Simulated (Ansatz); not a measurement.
# HfO2 (HfO2, refined cell of the paper): the cost of one run

Method: DFT PBEsol, scalar-relativistic, plane waves, PAW, in Ansatz 0.2.0.

### 1 Starting point

It takes space group Pca2_1 (No. 29, orthorhombic). The conventional cell has a = 5.102 Å, b = 5.154 Å, c = 5.104 Å, α = 90.00°, β = 90.00°, γ = 90.00°. Hf (site symmetry 1) is surrounded by 7 O at 2.15 to 2.22 Å. O (site symmetry 1) is surrounded by 3 Hf at 2.15 to 2.22 Å. O (site symmetry 1) is surrounded by 4 Hf at 2.16 to 2.21 Å.

Coordinates:

```
CELL_PARAMETERS angstrom
5.10190 0.00000 0.00000
0.00000 5.15400 0.00000
0.00000 0.00000 5.10360
ATOMIC_POSITIONS crystal
Hf 0.00030 0.26200 0.19260
Hf 0.99970 0.73800 0.69260
Hf 0.50030 0.73800 0.19260
Hf 0.49970 0.26200 0.69260
O 0.22230 0.03010 0.92310
O 0.77770 0.96990 0.42310
O 0.72230 0.96990 0.92310
O 0.27770 0.03010 0.42310
O 0.24900 0.49280 0.44510
O 0.75100 0.50720 0.94510
O 0.74900 0.50720 0.44510
O 0.25100 0.49280 0.94510
```

### 2 Single point: HfO2 (HfO2, refined cell of the paper), no spin

input.yaml reads:

```yaml
crystal:
  lattice:
    - [5.1019, 0.0, 0.0]
    - [0.0, 5.154, 0.0]
    - [0.0, 0.0, 5.1036]
  atoms:
    - { symbol: Hf, position: [0.0003, 0.262, 0.1926] }
    - { symbol: Hf, position: [0.9997, 0.738, 0.6926] }
    - { symbol: Hf, position: [0.5003, 0.738, 0.1926] }
    - { symbol: Hf, position: [0.4997, 0.262, 0.6926] }
    - { symbol: O, position: [0.2223, 0.0301, 0.9231] }
    - { symbol: O, position: [0.7777, 0.9699, 0.4231] }
    - { symbol: O, position: [0.7223, 0.9699, 0.9231] }
    - { symbol: O, position: [0.2777, 0.0301, 0.4231] }
    - { symbol: O, position: [0.249, 0.4928, 0.4451] }
    - { symbol: O, position: [0.751, 0.5072, 0.9451] }
    - { symbol: O, position: [0.749, 0.5072, 0.4451] }
    - { symbol: O, position: [0.251, 0.4928, 0.9451] }
scf:
  occupations: { method: fixed }
output:
  forces: true
  stress: true
  eigenvalues: true
  polarization: {}
  write_density: true
  write_potential: true
  elf: true
  volumetric_format: npy
hamiltonian:
  xc: pbesol
basis:
  ecutwfc: 600
kpoints:
  mp_grid: { grid: [4, 4, 4] }
```

On the command line:

```sh
> ansatz run input.yaml --threads 4 --pin off --max-ram 8192MiB --backend cpu --events-out ev --progress --plain --runs-dir out
```

What time and memory should one allow on 4 threads of Arm Neoverse N1, shared host?

About 77 s, with a peak of 1.1 GiB.
